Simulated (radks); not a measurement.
# Pr inside a hard spherical wall

Aim: energy, levels and pressure of Pr as a wall, at which all orbitals vanish, closes in. The configuration stays [Xe] 4f3 6s2.

The numbers are computed with radks (a radial shooting solver on a logarithmic mesh, Libxc functionals) version 1 (scalar-relativistic Kohn-Sham, PBE, spin-polarised, spherical densities, finite nucleus; open shells are filled with parallel spins first), except any that are marked as measured or tabulated.

### Step 1. The system

```
element            : praseodymium (Z = 59)
charge             : 0
electrons          : 59
configuration      : [Xe] 4f3 6s2
nuclear rms radius : 4.8919 fm
```

Outer shells as boxes (Hund's rule):

Pr
```
[Xe] core
4f [↑ ][↑ ][↑ ][  ][  ][  ][  ]
6s [↑↓]
```

### Step 2. The free atom

Settings of this run:

```text
Z 59
configuration [Xe] 4f3 6s2 5d0 6p0 7s0
relativity scalar-relativistic
functional pbe,pbe
spin polarised
nucleus finite rms 4.8919 fm
c 137.035999084
```

### Step 3. Wall at 20 bohr

Settings, as their differences from step 2:

```diff
@@ -6,2 +6,3 @@
 nucleus finite rms 4.8919 fm
+wall 20 bohr
 c 137.035999084
```

### Step 4. Wall at 15 bohr

Settings, as their differences from step 3:

```diff
@@ -6,3 +6,3 @@
 nucleus finite rms 4.8919 fm
-wall 20 bohr
+wall 15 bohr
 c 137.035999084
```

### Step 5. Wall at 12 bohr

Settings, as their differences from step 4:

```diff
@@ -6,3 +6,3 @@
 nucleus finite rms 4.8919 fm
-wall 15 bohr
+wall 12 bohr
 c 137.035999084
```

### Step 6. Wall at 8 bohr

Settings, as their differences from step 5:

```diff
@@ -6,3 +6,3 @@
 nucleus finite rms 4.8919 fm
-wall 12 bohr
+wall 8 bohr
 c 137.035999084
```

### Step 7. Wall at 6 bohr

Settings, as their differences from step 6:

```diff
@@ -6,3 +6,3 @@
 nucleus finite rms 4.8919 fm
-wall 8 bohr
+wall 6 bohr
 c 137.035999084
```

### Step 8. Wall at 4 bohr

Settings, as their differences from step 7:

```diff
@@ -6,3 +6,3 @@
 nucleus finite rms 4.8919 fm
-wall 6 bohr
+wall 4 bohr
 c 137.035999084
```

### Step 9. Wall at 3.5 bohr

Settings, as their differences from step 8:

```diff
@@ -6,3 +6,3 @@
 nucleus finite rms 4.8919 fm
-wall 4 bohr
+wall 3.5 bohr
 c 137.035999084
```

### Step 10. Wall at 3 bohr

Settings, as their differences from step 9:

```diff
@@ -6,3 +6,3 @@
 nucleus finite rms 4.8919 fm
-wall 3.5 bohr
+wall 3 bohr
 c 137.035999084
```

### Step 11. Wall at 2.5 bohr

Settings, as their differences from step 10:

```diff
@@ -6,3 +6,3 @@
 nucleus finite rms 4.8919 fm
-wall 3 bohr
+wall 2.5 bohr
 c 137.035999084
```

Before running it: what results should come out? Wanted: for each run, R; E − E(free); ε(5d, empty); ε(4f); ε(6p, empty); ε(7s, empty); pressure.

As calculated:

```
R (bohr)  E − E(free) (eV)  ε(5d, empty) (eV)  ε(4f) (eV)  ε(6p, empty) (eV)  ε(7s, empty) (eV)  pressure (GPa)
    free             0.000             -2.166      -1.846             -1.270                  -               0
      20             0.000             -2.166      -1.846             -1.269              0.014        < 0.0001
      15             0.001             -2.161      -1.841             -1.250              0.397        0.000417
      12             0.020             -2.114      -1.787             -1.140              1.300          0.0110
       8             0.726             -1.374      -0.958              0.270              7.077           0.853
       6             4.237              0.456       0.909              4.311             19.371            9.19
       4            32.407              8.334       7.909             24.889             69.657             209
     3.5            61.257             14.410      12.996             40.849             104.24             582
       3            126.00             25.975      22.032             70.450             164.65            1851
     2.5            286.74             50.153      38.669             129.78             279.20            6946
```

Eigenvalues are for spin up. At the tightest wall, 2.5 bohr, the energy stands 286.74 eV above the free atom and the pressure, −dE/dV, is 6946 GPa. Of the levels in the table that exist at both ends, 6p (empty) rises most from the free atom (131.05 eV). From R = 6 bohr inwards the highest occupied level lies above zero, pushed up by confinement. Shells are not refilled when levels cross, and a hard wall is a model, not a crystal.
